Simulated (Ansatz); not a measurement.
Write a Python script for Ansatz 0.2.0, Python API that makes an equation of state with a fit of ReOs, space group P-6m2. Level of theory (first run): PBEsol, norm-conserving potentials, the default cutoff (1007 eV here), 12×12×7 k-points, Methfessel-Paxton smearing of 0.05 eV.

```cif
data_structure
_symmetry_space_group_name_H-M 'P 1'
_symmetry_Int_Tables_number 1
_cell_length_a 2.7573
_cell_length_b 2.7573
_cell_length_c 4.3824
_cell_angle_alpha 90.000
_cell_angle_beta 90.000
_cell_angle_gamma 120.000
_cell_volume 28.86
loop_
_atom_site_label
_atom_site_type_symbol
_atom_site_fract_x
_atom_site_fract_y
_atom_site_fract_z
_atom_site_occupancy
Re1 Re 0.66667 0.33333 0.50000 1
Os1 Os 0.00000 0.00000 0.00000 1
```

Script `reos.py`:
```python
import ansatz as az
import numpy as np
from pymatgen.analysis.eos import EOS

vectors0 = np.array([
    [2.75733, 0.0, 0.0],
    [-1.378665, 2.387918, 0.0],
    [0.0, 0.0, 4.382428],
])
sites = [
    ('Re', (2 / 3, 1 / 3, 0.5)),
    ('Os', (0.0, 0.0, 0.0)),
]


def crystal_on(cell):
    crystal = az.Crystal(lattice=az.Lattice.of(cell))
    for symbol, position in sites:
        crystal = crystal.atom(symbol, position)
    return crystal

volumes, energies = [], []
for scale in np.linspace(0.9, 1.1, 9):
    cell = vectors0 * scale ** (1 / 3)
    calculation = (
        crystal_on(cell).calculation()
        .functional(az.Functional.PBESOL)
        .pseudopotentials('nc')
        .occupations('methfessel_paxton', width=50 * az.meV)
        .kpoints(12, 12, 7)
    )
    report = calculation.run(threads=1, pin='off').report
    volumes.append(abs(np.linalg.det(cell)) / len(sites))
    energies.append(report['free_energy_ev'] / len(sites))
    print(f'V = {volumes[-1]:8.4f} A^3/atom  F = {energies[-1]:.5f} eV/atom')

for form in ['murnaghan', 'pourier_tarantola', 'vinet']:
    fit = EOS(eos_name=form).fit(volumes, energies)
    print(f'{form:18s} V0 {fit.v0:8.4f} A^3/atom  B0 {fit.b0_GPa:7.1f} GPa  B1 {fit.b1:5.2f}')
```

Running `python reos.py` prints:
```text
DeckWarning: basis.ecutwfc = 1006.821291 eV, auto-derived from the records' recommended cutoffs: set by Os (normal level)
V =  12.9848 A^3/atom  F = -2557.09900 eV/atom
V =  13.3455 A^3/atom  F = -2557.18047 eV/atom
V =  13.7062 A^3/atom  F = -2557.22901 eV/atom
V =  14.0669 A^3/atom  F = -2557.24908 eV/atom
V =  14.4276 A^3/atom  F = -2557.24438 eV/atom
V =  14.7883 A^3/atom  F = -2557.21808 eV/atom
V =  15.1489 A^3/atom  F = -2557.17311 eV/atom
V =  15.5096 A^3/atom  F = -2557.11203 eV/atom
V =  15.8703 A^3/atom  F = -2557.03701 eV/atom
murnaghan          V0  14.1711 A^3/atom  B0   412.4 GPa  B1  4.63
pourier_tarantola  V0  14.1724 A^3/atom  B0   415.7 GPa  B1  4.51
vinet              V0  14.1719 A^3/atom  B0   414.7 GPa  B1  4.55
```
(Warnings from the package without file and line.)

A third-order Birch-Murnaghan fit through the 9 points has its minimum at 14.17 Å³ an atom, 1.8 % below the typed cell, with a bulk modulus of 414 GPa. From that minimum the energy rises by 151.1 meV an atom on the compressed side and 213.1 meV on the expanded side.

These settings explore the input space; cutoff and mesh may be short of convergence. Shape and fractional positions are held along the curve, so the bulk modulus is an upper value where they are free to relax. Spin-orbit coupling, which matters for elements this heavy, is left out. This cell is a computed structure, which may not be the phase found in nature. Processor time in the engine: 84 s on 1 thread of Intel(R) Xeon(R) Processor @ 2.30GHz (shared host), peak memory 0.65 GiB.
